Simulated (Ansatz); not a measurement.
# C2H6BBr: two geometries relaxed

Aim: relax the geometries before and after the shift of H10 from C3 to B1, and see whether they are two minima and how far apart in energy. SMILES of the start: BCCBr.

Method: RKS r2SCAN/def2-SVP, in Ansatz 0.2.0.

### 1 The system as given

Bond lengths: B1–C2 1.532 Å, C2–C3 1.499 Å, C3–Br4 1.995 Å, B1–H5 1.238 Å, B1–H6 1.212 Å, C2–H7 1.102 Å, C2–H8 1.077 Å, C3–H9 1.124 Å, C3–H10 1.146 Å. Angles (14 of 15 angles, heavy atoms first): B1–C2–C3 110.7°, C2–C3–Br4 114.7°, B1–C2–H7 110.8°, B1–C2–H8 109.2°, C3–C2–H7 108.2°, C3–C2–H8 107.7°, C2–B1–H5 121.0°, C2–B1–H6 124.2°, C2–C3–H9 111.1°, C2–C3–H10 112.3°, Br4–C3–H9 106.8°, Br4–C3–H10 108.1°, H7–C2–H8 110.1°, H5–B1–H6 114.7°.

Coordinates:

```xyz
10

B    -1.1339    0.8134   -0.1275
C    -0.4085   -0.5343   -0.0573
C     1.0402   -0.3404    0.2734
Br    2.1235    0.4869   -1.1835
H    -1.7089    1.1755   -1.1623
H    -1.2324    1.5829    0.8033
H    -0.4731   -1.0638   -1.0213
H    -0.8465   -1.1323    0.7246
H     1.5320   -1.3184    0.5275
H     1.1907    0.2793    1.2261
```

### 2 Relaxing end A

Input file input.yaml:

```yaml
crystal:
  periodic: [false, false, false]
  atoms:
    - { symbol: B, position_ang: [-1.1339, 0.8134, -0.1275] }
    - { symbol: C, position_ang: [-0.4085, -0.5343, -0.0573] }
    - { symbol: C, position_ang: [1.0402, -0.3404, 0.2734] }
    - { symbol: Br, position_ang: [2.1235, 0.4869, -1.1835] }
    - { symbol: H, position_ang: [-1.7089, 1.1755, -1.1623] }
    - { symbol: H, position_ang: [-1.2324, 1.5829, 0.8033] }
    - { symbol: H, position_ang: [-0.4731, -1.0638, -1.0213] }
    - { symbol: H, position_ang: [-0.8465, -1.1323, 0.7246] }
    - { symbol: H, position_ang: [1.532, -1.3184, 0.5275] }
    - { symbol: H, position_ang: [1.1907, 0.2793, 1.2261] }
basis:
  gaussian: { orbitals: def2-SVP }
hamiltonian:
  xc: r2scan
relax:
  f_tol: 0.02
  max_steps: 50
output:
  orbitals: {}
```

Launch:

```sh
$ ansatz run input.yaml --threads 2 --pin off --max-ram 3072MiB --backend cpu --events-out ev --progress --plain --runs-dir out
```

The log of the run, shortened:

```text
Warning: RAYON_NUM_THREADS=2 ignored (pool sized by the plan → 2); use --threads N
[...]
Functional definition: r2SCAN
[...]
1163 factors; their error is unknown
[...]
mean field -72880.86991567 eV, -2678.3225689730 hartree, gradient 3.5e-5 eV, S^2 0.000000; 0 other end points of the search recorded, 0 dependent functions left out
[...]
reference -72880.86992514 eV, -2678.3225693211 hartree; 29, 29 occupied and 75, 75 virtual orbitals, 1163 factors
relax step   1: F+E_penalty+E_count = -72880.86991567 eV  Δ(F+E_penalty+E_count) = +0.000e0 eV  max|allowed force component| = 2.028e0 eV/Å  Δτ_max = 0.0000 Å  (26 SCF iters, accepted)
[...]
relax step   4: F+E_penalty+E_count = -72881.12467666 eV  Δ(F+E_penalty+E_count) = -3.117e-2 eV  max|allowed force component| = 1.779e-1 eV/Å  Δτ_max = 0.2000 Å  (27 SCF iters, accepted)
[...]
relax step   7: F+E_penalty+E_count = -72881.14283933 eV  Δ(F+E_penalty+E_count) = -8.466e-3 eV  max|allowed force component| = 6.694e-2 eV/Å  Δτ_max = 0.1000 Å  (28 SCF iters, accepted)
[...]
relax step  10: F+E_penalty+E_count = -72881.15238206 eV  Δ(F+E_penalty+E_count) = -7.016e-4 eV  max|allowed force component| = 2.394e-1 eV/Å  Δτ_max = 0.1294 Å  (28 SCF iters, accepted)
[...]
relax step  12: F+E_penalty+E_count = -72881.15641607 eV  Δ(F+E_penalty+E_count) = -5.037e-4 eV  max|allowed force component| = 3.413e-2 eV/Å  Δτ_max = 0.0150 Å  (30 SCF iters, accepted)
[...]
relax step  13: F+E_penalty+E_count = -72881.15657831 eV  Δ(F+E_penalty+E_count) = -1.622e-4 eV  max|allowed force component| = 1.199e-2 eV/Å  Δτ_max = 0.0043 Å  (24 SCF iters, accepted)
1163 factors; their error is unknown
mean field -72881.15657831 eV, -2678.3331036308 hartree, gradient 1.8e-5 eV, S^2 0.000000; 1 other end points of the search recorded, 0 dependent functions left out
[...]
reference -72881.15658772 eV, -2678.3331039763 hartree; 29, 29 occupied and 75, 75 virtual orbitals, 1163 factors
Total energy: -72881.15658772 eV, -2678.3331039763 hartree
Atom 0 at    -1.156739     0.854954    -0.216441 Å, force     0.007615    -0.011985    -0.001921 eV/Å
Atom 1 at    -0.357479    -0.484528    -0.131004 Å, force    -0.003432     0.000382     0.007528 eV/Å
Atom 2 at     1.071715    -0.400690     0.364299 Å, force    -0.007296    -0.010724     0.000313 eV/Å
Atom 3 at     2.170487     0.643362    -0.894236 Å, force     0.001645     0.000515    -0.003190 eV/Å
Atom 4 at    -2.193096     0.901362    -0.836446 Å, force    -0.002133     0.004302     0.001348 eV/Å
Atom 5 at    -0.795568     1.827838     0.404569 Å, force    -0.003734     0.005050     0.001181 eV/Å
Atom 6 at    -0.425220    -1.074996    -1.061230 Å, force     0.002175     0.002111    -0.001697 eV/Å
Atom 7 at    -0.955498    -1.072711     0.606485 Å, force     0.004903     0.001600    -0.005727 eV/Å
Atom 8 at     1.574296    -1.374401     0.443252 Å, force    -0.001989     0.003058    -0.000058 eV/Å
Atom 9 at     1.150202     0.128610     1.323754 Å, force     0.002248     0.005691     0.002222 eV/Å
Dipole moment:    -0.211993    -0.333468     0.260686 e Å
```

It took 25 s on 2 threads of Intel Xeon 6975P-C (Granite Rapids), shared host; peak memory 0.17 GiB.

Relaxation path:

| step | energy from step 1 (eV) | largest force component (eV/Å) |
| --- | --- | --- |
| 1 | 0.0000 | 2.0281 |
| 2 | -0.1852 | 0.5856 |
| 3 | -0.2236 | 0.2285 |
| 4 | -0.2548 | 0.1779 |
| 5x | -0.2548 | 0.4502 |
| 6 | -0.2645 | 0.1169 |
| 7 | -0.2729 | 0.0669 |
| 8 | -0.2796 | 0.1804 |
| 9 | -0.2818 | 0.1694 |
| 10 | -0.2825 | 0.2394 |
| 11 | -0.2860 | 0.0913 |
| 12 | -0.2865 | 0.0341 |
| 13 | -0.2867 | 0.0120 |

Step 1 is the start. 1 step was tried and not accepted (marked x).

After: Bond lengths: B1–C2 1.562 Å, C2–C3 1.515 Å, C3–Br4 1.970 Å, B1–H5 1.209 Å, B1–H6 1.209 Å, C2–H7 1.104 Å, C2–H8 1.117 Å, C3–H9 1.099 Å, C3–H10 1.099 Å. Angles (14 of 15 angles, heavy atoms first): B1–C2–C3 116.9°, C2–C3–Br4 110.3°, B1–C2–H7 112.4°, B1–C2–H8 102.3°, C3–C2–H7 111.3°, C3–C2–H8 108.6°, C2–B1–H5 120.0°, C2–B1–H6 120.6°, C2–C3–H9 114.0°, C2–C3–H10 112.3°, Br4–C3–H9 105.1°, Br4–C3–H10 105.2°, H7–C2–H8 104.0°, H5–B1–H6 119.3°.

### 3 End point B

The second end starts from a geometry with the move made by hand.

Edit input.yaml of step 2 so:

```diff
@@ -12,3 +12,3 @@
     - { symbol: H, position_ang: [1.532, -1.3184, 0.5275] }
-    - { symbol: H, position_ang: [1.1907, 0.2793, 1.2261] }
+    - { symbol: H, position_ang: [-0.15318, 0.30942, 0.26377] }
 basis:
```

Launch:

```sh
$ ansatz run input.yaml --threads 2 --pin off --max-ram 3072MiB --backend cpu --events-out ev --progress --plain --runs-dir out
```

The log of the run, shortened:

```text
Warning: RAYON_NUM_THREADS=2 ignored (pool sized by the plan → 2); use --threads N
[...]
[... 1 set-up line as earlier in the session ...]
[...]
1163 factors; their error is unknown
[...]
mean field -72873.56178167 eV, -2678.0540000021 hartree, gradient 4.1e-5 eV, S^2 0.000000; 1 other end points of the search recorded, 0 dependent functions left out
[...]
reference -72873.56179070 eV, -2678.0540003339 hartree; 29, 29 occupied and 75, 75 virtual orbitals, 1163 factors
relax step   1: F+E_penalty+E_count = -72873.56178167 eV  Δ(F+E_penalty+E_count) = +0.000e0 eV  max|allowed force component| = 1.234e1 eV/Å  Δτ_max = 0.0000 Å  (56 SCF iters, accepted)
[...]
relax step   4: F+E_penalty+E_count = -72877.97672833 eV  Δ(F+E_penalty+E_count) = -1.229e0 eV  max|allowed force component| = 4.506e0 eV/Å  Δτ_max = 0.1949 Å  (36 SCF iters, accepted)
[...]
Total energy: -72881.15661882 eV, -2678.3331051193 hartree
Atom 0 at    -1.308743     0.822869    -0.356746 Å, force     0.004374     0.001244     0.003291 eV/Å
Atom 1 at    -0.476616    -0.491851    -0.222177 Å, force    -0.001720    -0.000234    -0.000949 eV/Å
Atom 2 at     0.939294    -0.360024     0.299398 Å, force    -0.001129     0.004873     0.008278 eV/Å
Atom 3 at     2.045755     0.654853    -0.976053 Å, force    -0.001215     0.001411    -0.000920 eV/Å
Atom 4 at    -2.337086     0.824870    -0.991864 Å, force     0.001539     0.002487     0.000029 eV/Å
Atom 5 at    -0.983018     1.822236     0.242325 Å, force    -0.003993    -0.001795    -0.005057 eV/Å
Atom 6 at    -0.510468    -1.106957    -1.138204 Å, force     0.000277    -0.001032    -0.000661 eV/Å
Atom 7 at    -1.074687    -1.076946     0.517361 Å, force    -0.000534    -0.001345     0.001631 eV/Å
Atom 8 at     1.458425    -1.319420     0.428512 Å, force     0.000823    -0.001654    -0.002267 eV/Å
Atom 9 at     0.986365     0.209289     1.238116 Å, force     0.001579    -0.003955    -0.003374 eV/Å
Dipole moment:    -0.211136    -0.327850     0.266891 e Å
```

Run time: 28 s. Hardware: 2 threads of Intel Xeon 6975P-C (Granite Rapids), shared host; peak memory 0.17 GiB.

Relaxation path:

| step | energy from step 1 (eV) | largest force component (eV/Å) |
| --- | --- | --- |
| 1 | 0.0000 | 12.3423 |
| 2 | -1.9033 | 4.7526 |
| 3 | -3.1862 | 4.0045 |
| 4 | -4.4149 | 4.5058 |
| 5 | -5.5415 | 3.9927 |
| 6 | -6.5458 | 2.5217 |
| 7 | -7.1342 | 1.4952 |
| 8 | -7.3651 | 0.7489 |
| 9 | -7.5118 | 0.5226 |
| 10 | -7.5744 | 0.2537 |
| 11 | -7.5915 | 0.1742 |
| 12 | -7.5935 | 0.0851 |
| 13 | -7.5947 | 0.0301 |
| 14 | -7.5948 | 0.0083 |

Step 1 is the start.

After: Bond lengths: B1–C2 1.562 Å, C2–C3 1.515 Å, C3–Br4 1.970 Å, B1–H5 1.209 Å, B1–H6 1.210 Å, C2–H7 1.104 Å, C2–H8 1.117 Å, C3–H9 1.098 Å, C3–H10 1.099 Å. Angles (14 of 15 angles, heavy atoms first): B1–C2–C3 117.0°, C2–C3–Br4 110.3°, B1–C2–H7 112.4°, B1–C2–H8 102.3°, C3–C2–H7 111.3°, C3–C2–H8 108.6°, C2–B1–H5 120.0°, C2–B1–H6 120.6°, C2–C3–H9 114.0°, C2–C3–H10 112.3°, Br4–C3–H9 105.1°, Br4–C3–H10 105.2°, H7–C2–H8 104.0°, H5–B1–H6 119.2°.

Pairs that crossed the distance rule for bonds on the way: came closer C3–H10; moved apart B1–H10, C2–H10.

### 4 Outcome

| quantity | value |
| --- | --- |
| end A | 11 moves, 0.287 eV lower |
| end B | 13 moves, 7.595 eV lower |
| largest difference between the ends | 0.02 Å |
| end B relative to end A | -0.000 eV |

In words: Both starts fell into the same minimum (no atom differs by more than 0.02 Å), so from this start no second minimum was found and no band was run; another arrangement could still be one.
